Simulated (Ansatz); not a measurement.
# Si2W: the cost of one run

Computed with Ansatz 0.2.0 (DFT r2SCAN, scalar-relativistic, plane waves, PAW, unless a step's input says otherwise).

### Step 1. The structure to begin with

It takes space group I4/mmm (No. 139, tetragonal). The conventional cell has a = 3.212 Å, b = 3.212 Å, c = 7.880 Å, α = 90.00°, β = 90.00°, γ = 90.00°. Si (site symmetry 4mm) has 5 Si at 2.62 to 2.63 Å and 5 W at 2.62 Å as nearest neighbours. W (site symmetry 4/mmm) has 10 Si at 2.62 Å as nearest neighbours.

As a file:

```
CELL_PARAMETERS angstrom
-1.60600 1.60600 3.94000
1.60600 -1.60600 3.94000
1.60600 1.60600 -3.94000
ATOMIC_POSITIONS crystal
Si 0.33300 0.33300 0.00000
Si 0.66700 0.66700 0.00000
W 0.00000 0.00000 0.00000
```

This is candidate A: structure reported for this formula (I4/mmm, No. 139).

(A quick probe on a coarse mesh, which set the mesh and smearing, is not shown.)

### Step 3. The relaxation (candidate A)

Contents of input.yaml:

```yaml
crystal:
  lattice:
    - [-1.606, 1.606, 3.94]
    - [1.606, -1.606, 3.94]
    - [1.606, 1.606, -3.94]
  atoms:
    - { symbol: Si, position: [0.333, 0.333, 0.0] }
    - { symbol: Si, position: [0.667, 0.667, 0.0] }
    - { symbol: W, position: [0.0, 0.0, 0.0] }
basis:
  ecutwfc: 500
kpoints:
  mp_grid: { grid: [20, 20, 20] }
hamiltonian:
  xc: r2scan
scf:
  occupations: { method: gaussian, width: 0.1 }
output:
  forces: true
  stress: true
  eigenvalues: true
relax:
  adjacent_minimum: "off"
  f_tol: 0.01
  max_steps: 80
  cell: { stress_tol: 0.05 }
```

The run is started by

```sh
> ansatz run input.yaml --threads 1 --pin off --max-ram 3072MiB --backend cpu --events-out ev --progress --plain --runs-dir out
```

**Question.** How long does this run take on 1 thread of Arm Neoverse V2, shared host, and how much memory does it need?

About 4 min, with a peak of 0.8 GiB.
